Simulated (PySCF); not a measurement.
# PrF3(NH3): other functionals and bases at one geometry

Aim: see how levels, charges and forces of PrF3(NH3) depend on the level of theory. The species was built from a template and needn't be a known compound.

Program: PySCF 2.14.0. Level of theory: several levels, as the steps say, no spin–orbit coupling. These are calculated values, not measurements.

1 further run of the same task is left out (for a known fault of the program).

**1. The system as given**

8 atoms, charge 0, spin multiplicity 1.

Bond lengths: Pr1–F2 2.117 Å, Pr1–F3 2.117 Å, Pr1–F4 2.117 Å, Pr1–N5 2.649 Å, N5–H6 1.022 Å, N5–H7 1.022 Å, N5–H8 1.022 Å. Angles: F2–Pr1–F3 118.3°, F2–Pr1–F4 118.3°, F2–Pr1–N5 97.6°, F3–Pr1–F4 118.3°, F3–Pr1–N5 97.6°, F4–Pr1–N5 97.6°, Pr1–N5–H6 112.4°, Pr1–N5–H7 112.4°, Pr1–N5–H8 112.4°, H6–N5–H7 106.3°, H6–N5–H8 106.3°, H7–N5–H8 106.3°.

Geometry (Å):

```xyz
8
charge 0, multiplicity 1
Pr    0.1205   -0.1205    0.1205
F     1.1396    1.4300    1.1396
F    -1.4300   -1.1396    1.1396
F     1.1396   -1.1396   -1.4300
N    -1.4088    1.4088   -1.4088
H    -2.0195    2.0195   -0.8630
H    -0.8630    2.0195   -2.0195
H    -2.0195    0.8630   -2.0195
```

Formal oxidation states: Pr +3. Each metal's 2 4f electrons lie in its core potential, so multiplicities, spins and levels count the valence alone. An earlier session relaxed this geometry at PBE0, Pr lcecp-1-SVP with ECP48, F def2-SVP, N def2-SVP, H def2-SVP (singlet, point group C3v).

At PBE0 on the finer grid: E = -388.615598 Eh, HOMO -9.11 eV, LUMO -0.81 eV, Mulliken charge on Pr1 +1.23 e, largest force component 0.011 eV/Å. 

Levels to run: TPSSh; revPBE; PBE0, TZVP. Hardware: 2 threads of Arm Neoverse V2, shared host.

**2. TPSSh**

run.py (the lines that set the calculation) reads:

```python
mol = gto.M(atom='''
Pr     0.12047    -0.12047     0.12047
F      1.13962     1.43003     1.13962
F     -1.43003    -1.13962     1.13962
F      1.13962    -1.13962    -1.43003
N     -1.40883     1.40883    -1.40883
H     -2.01950     2.01950    -0.86298
H     -0.86298     2.01950    -2.01950
H     -2.01950     0.86298    -2.01950''',
    basis={'Pr': 'lcecp-1-SVP', 'F': 'def2-SVP', 'N': 'def2-SVP', 'H': 'def2-SVP'},
    ecp={'Pr': 'lcecp-1-SVP'},
    charge=0, spin=0)
mf = dft.RKS(mol, xc='TPSSH')
mf.grids.atom_grid = (75, 302)  # f atoms: unpruned, at least (60, 302)
mf = mf.density_fit()  # fitting sets: Pr AutoAux, F def2-universal-JKFIT, N def2-universal-JKFIT, H def2-universal-JKFIT
mf.conv_tol = 1e-08; mf.max_cycle = 55
mf.kernel(dm0)  # dm0: the density of the relaxed state
```

On the command line:

```bash
OMP_NUM_THREADS=2 python run.py
```

**3. revPBE**

run.py (the lines that set the calculation): that of step 2 with these lines changed.

```diff
@@ -12,3 +12,3 @@
     charge=0, spin=0)
-mf = dft.RKS(mol, xc='TPSSH')
+mf = dft.RKS(mol, xc='PBE_R,PBE')
 mf.grids.atom_grid = (75, 302)  # f atoms: unpruned, at least (60, 302)
```

**4. PBE0, TZVP**

Basis: Pr lcecp-1-TZVP with ECP48, F def2-TZVP, N def2-TZVP, H def2-TZVP. 

run.py (the lines that set the calculation): that of step 3 with these lines changed.

```diff
@@ -9,6 +9,6 @@
 H     -2.01950     0.86298    -2.01950''',
-    basis={'Pr': 'lcecp-1-SVP', 'F': 'def2-SVP', 'N': 'def2-SVP', 'H': 'def2-SVP'},
-    ecp={'Pr': 'lcecp-1-SVP'},
+    basis={'Pr': 'lcecp-1-TZVP', 'F': 'def2-TZVP', 'N': 'def2-TZVP', 'H': 'def2-TZVP'},
+    ecp={'Pr': 'lcecp-1-TZVP'},
     charge=0, spin=0)
-mf = dft.RKS(mol, xc='PBE_R,PBE')
+mf = dft.RKS(mol, xc='PBE0')
 mf.grids.atom_grid = (75, 302)  # f atoms: unpruned, at least (60, 302)
@@ -16,2 +16,2 @@
 mf.conv_tol = 1e-08; mf.max_cycle = 55
-mf.kernel(dm0)  # dm0: the density of the relaxed state
+mf.kernel(dm0)  # dm0: free metal ions and neutral atoms
```

What does the calculation give? Wanted: for each run, HOMO; gap; charge on Pr1; dipole; largest force.

**Answer**, as computed:

| level | state | HOMO (eV) | gap (eV) | charge on Pr1 (e) | dipole (D) | largest force (eV/Å) | basis functions | time |
| --- | --- | --- | --- | --- | --- | --- | --- | --- |
| PBE0 (relaxed here) | singlet | -9.11 | 8.29 | 1.23 | 5.91 | 0.01 | 104 | 14 s |
| TPSSh | singlet | -8.03 | 7.00 | 1.18 | 5.84 | 0.12 | 104 | 7.2 s |
| revPBE | singlet | -7.12 | 5.67 | 1.01 | 5.77 | 0.26 | 104 | 5.2 s |
| PBE0, TZVP | singlet | -9.32 | 8.32 | 1.64 | 5.88 | 0.22 | 189 | 14 s |

Times are on 2 threads of Arm Neoverse V2, shared host; the first row also made further properties.

In one basis the HOMO–LUMO gap runs from 5.67 eV (revPBE) to 8.29 eV (PBE0). The largest leftover force, 0.26 eV/Å with revPBE, stands at a geometry relaxed at another level. The Mulliken charge on Pr spans +1.01 to +1.64 e over the levels. With 4f in the core, its levels are missing from HOMO and gap. Total energies of different levels can't be compared. Spin–orbit coupling is left out throughout.
